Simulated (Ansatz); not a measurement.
# AlGaH6NO2P: ionisation energy by level of theory

The task here is to estimate one member of a computed series from the others.

Method: unrestricted cation, the program's frozen cores in correlated methods; program: Ansatz 0.2.0, Gaussian basis.

Levels to be run: UKS PBE-D4/def2-TZVPP; UKS r2SCAN-D4/def2-TZVPP; UKS PBE0-D4/def2-TZVPP; UKS B3LYP-D4/def2-TZVPP; UKS wB97X-V/def2-TZVPP; UKS wB97M-V/def2-TZVPP; UKS B2PLYP/def2-TZVPP; UHF-CCSD(T)/def2-TZVPP; UHF-MP2/def2-QZVPP; extrapolation to the limit; then −ε(HOMO) from the neutral's earlier runs with LDA (SPW92), PBE-D4, revPBE-D4, BLYP-D4, r2SCAN-D4, B97M-V, PBE0-D4, B3LYP-D4, r2SCANh-D4, r2SCAN0-D4, HSE06-D4, BHLYP-D4, CAM-B3LYP-D4, LC-ωPBE, ωB97X-V, ωB97M-V.

### The relaxed structure

The geometry comes from an earlier relaxation with PBE0-D4 in a triple-zeta def2 set; it is a stationary point, not always the lowest conformer.

SMILES `N[PH][Ga]([OH])[O][AlH2]`, 12 atoms, charge 0, spin multiplicity 1.

Atoms are counted from 1 here; the program's logs count them from 0.

Bond lengths: N1–P2 1.706 Å, N1–H7 1.007 Å, N1–H8 1.009 Å, P2–Ga3 2.314 Å, P2–H9 1.423 Å, Ga3–O4 1.785 Å, Ga3–O5 1.789 Å, O4–H10 0.961 Å, O5–Al6 1.680 Å, Al6–H11 1.593 Å, Al6–H12 1.580 Å. Angles: P2–N1–H7 113.8°, P2–N1–H8 121.9°, H7–N1–H8 111.6°, N1–P2–Ga3 103.9°, N1–P2–H9 100.8°, Ga3–P2–H9 93.1°, P2–Ga3–O4 124.9°, P2–Ga3–O5 120.9°, O4–Ga3–O5 114.2°, Ga3–O4–H10 112.2°, Ga3–O5–Al6 143.7°, O5–Al6–H11 117.9°, O5–Al6–H12 120.0°, H11–Al6–H12 122.1°.

As a file:

```
atom     x (Å)     y (Å)     z (Å)
  N1   0.10416  -1.79529   1.29742
  P2   1.62380  -1.07244   1.01775
 Ga3   1.13019   0.76313  -0.30248
  O4   2.25000   2.11269  -0.63334
  O5  -0.43954   0.88818  -1.15221
 Al6  -2.03775   0.37160  -1.12501
  H7   0.01932  -2.72277   0.91492
  H8  -0.75721  -1.27704   1.21069
  H9   1.76689  -0.28595   2.19470
 H10   1.87215   2.75823  -1.23624
 H11  -2.54830  -0.40353   0.16999
 H12  -2.98372   0.66319  -2.35621
```

Set-up of the first run:

File in.yaml:

```yaml
crystal:
  periodic: [false, false, false]
  atoms:
    - {symbol: N, position_ang: [0.104165, -1.795287, 1.297416]}
    - {symbol: P, position_ang: [1.623797, -1.072437, 1.017753]}
    - {symbol: Ga, position_ang: [1.130190, 0.763132, -0.302476]}
    - {symbol: O, position_ang: [2.249999, 2.112692, -0.633336]}
    - {symbol: O, position_ang: [-0.439542, 0.888180, -1.152207]}
    - {symbol: Al, position_ang: [-2.037751, 0.371596, -1.125005]}
    - {symbol: H, position_ang: [0.019321, -2.722769, 0.914923]}
    - {symbol: H, position_ang: [-0.757205, -1.277043, 1.210689]}
    - {symbol: H, position_ang: [1.766893, -0.285954, 2.194700]}
    - {symbol: H, position_ang: [1.872151, 2.758231, -1.236243]}
    - {symbol: H, position_ang: [-2.548297, -0.403525, 0.169987]}
    - {symbol: H, position_ang: [-2.983720, 0.663195, -2.356213]}
basis:
  gaussian: {orbitals: def2-TZVPP}
total_charge: 1
magnetization: {spin_polarized: true, initial_magnetization: 1}
hamiltonian: {xc: pbe, dispersion: d4}
```

Started as:

```
$ ansatz run in.yaml --threads 2 --pin off --events-out ev --progress --plain --max-ram 32768MiB --backend cuda --devices 0, --max-vram 18GiB
```

Steps of the session up to this table: Cation, UKS PBE-D4/def2-TZVPP; Cation, UKS r2SCAN-D4/def2-TZVPP; Cation, UKS PBE0-D4/def2-TZVPP; Cation, UKS B3LYP-D4/def2-TZVPP; Cation, UKS wB97X-V/def2-TZVPP; Cation, UKS wB97M-V/def2-TZVPP; Cation, UKS B2PLYP (frozen core)/def2-TZVPP; Cation, UHF-CCSD(T)/def2-TZVPP; Cation, UHF-MP2/def2-QZVPP.

One table of the session follows, with a row left open; its other results are not shown here.

Orbital estimates, from the neutral's runs:

| functional | −ε(HOMO) (eV) |
| --- | --- |
| LDA (SPW92) | 6.08 |
| PBE-D4 | 5.90 |
| revPBE-D4 | 5.83 |
| BLYP-D4 | 5.77 |
| r2SCAN-D4 | 6.14 |
| B97M-V | 6.21 |
| PBE0-D4 | 7.04 |
| B3LYP-D4 | 6.85 |
| r2SCANh-D4 | 6.57 |
| r2SCAN0-D4 | 7.20 |
| HSE06-D4 | 6.65 |
| BHLYP-D4 | ? |
| CAM-B3LYP-D4 | 8.32 |
| LC-ωPBE | 9.59 |
| ωB97X-V | 9.27 |
| ωB97M-V | 9.13 |

**Question.** Estimate the row for BHLYP-D4.

Worked estimate for «−ε(HOMO) (eV)». Against the share of exact exchange, BLYP-D4 (0, 5.77), B3LYP-D4 (0.2, 6.85) give a slope of 5.40 per unit share; at 0.5 the line stands at 8.47.

As computed: −ε(HOMO) (eV): 8.05. In «−ε(HOMO) (eV)» the line misses by +0.42.
